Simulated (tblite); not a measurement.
# C5H14NPSi2: the cost of one run

Programs: tblite 0.8.0 and PySCF 2.14.0, with density-fitted response routines of our own. Each step states its level of theory. These are calculated values for one molecule in the gas phase, unless marked as measured. Atoms count from 0, in the outputs and in this text.

### Step 1. Starting geometry

23 atoms, charge 0, multiplicity 1; geometry from: force field or distance geometry start.

Bonds of the start (Å): C0–C1 1.32, C1–C2 1.45, C2–C3 1.33, C3–C4 1.45, C4–N5 1.44, N5–Si6 1.76, N5–Si7 1.79, Si7–P8 2.20, C0–H9 1.08, C0–H10 1.09, C1–H11 1.07, C2–H12 1.08, C3–H13 1.11, C4–H14 1.14, C4–H15 1.11, Si6–H16 1.46, Si6–H17 1.47, Si6–H18 1.48, Si7–H19 1.49, Si7–H20 1.48, P8–H21 1.47, P8–H22 1.44.

### Step 2. Relaxing the molecule with GFN2-xTB

Job settings and geometry (Å):

```
{"job": {"kind": "relax", "xc": "GFN2-xTB", "basis": "xTB"}, "charge": 0, "multiplicity": 1}
C      3.983200     1.069100     0.293800
C      2.693000     0.822100     0.131700
C      2.339800    -0.505800    -0.338300
C      1.089200    -0.894600    -0.553100
C     -0.107000    -0.101700    -0.314600
N     -1.027100    -0.653000     0.644600
Si    -1.653300    -2.246900     0.242200
Si    -2.408000     0.472700     0.771900
P     -2.147300     2.220000    -0.539000
H      4.723000     0.315100     0.070500
H      4.299700     2.049200     0.654200
H      1.998900     1.600300     0.385700
H      3.129200    -1.220600    -0.544900
H      0.956200    -1.930200    -0.915800
H     -0.717800     0.040900    -1.265600
H      0.176000     0.925600    -0.019000
H     -1.629100    -3.211500     1.344000
H     -1.038800    -2.850300    -0.947300
H     -3.085100    -2.070700    -0.108400
H     -2.383300     0.989400     2.165200
H     -3.709600    -0.210600     0.565400
H     -2.720700     3.413300     0.104000
H     -2.765900     2.005100    -1.817100
```

The run is started by

```sh
> OMP_NUM_THREADS=1 python probes_run.py task.json out
```

One launch serves the whole session: the jobs run in the order shown.

**Question.** How long does this first job take on 1 thread of Intel Xeon 6975P-C, shared host, and how much memory does it need?

About 2.6 s, with a peak of 0.19 GiB.
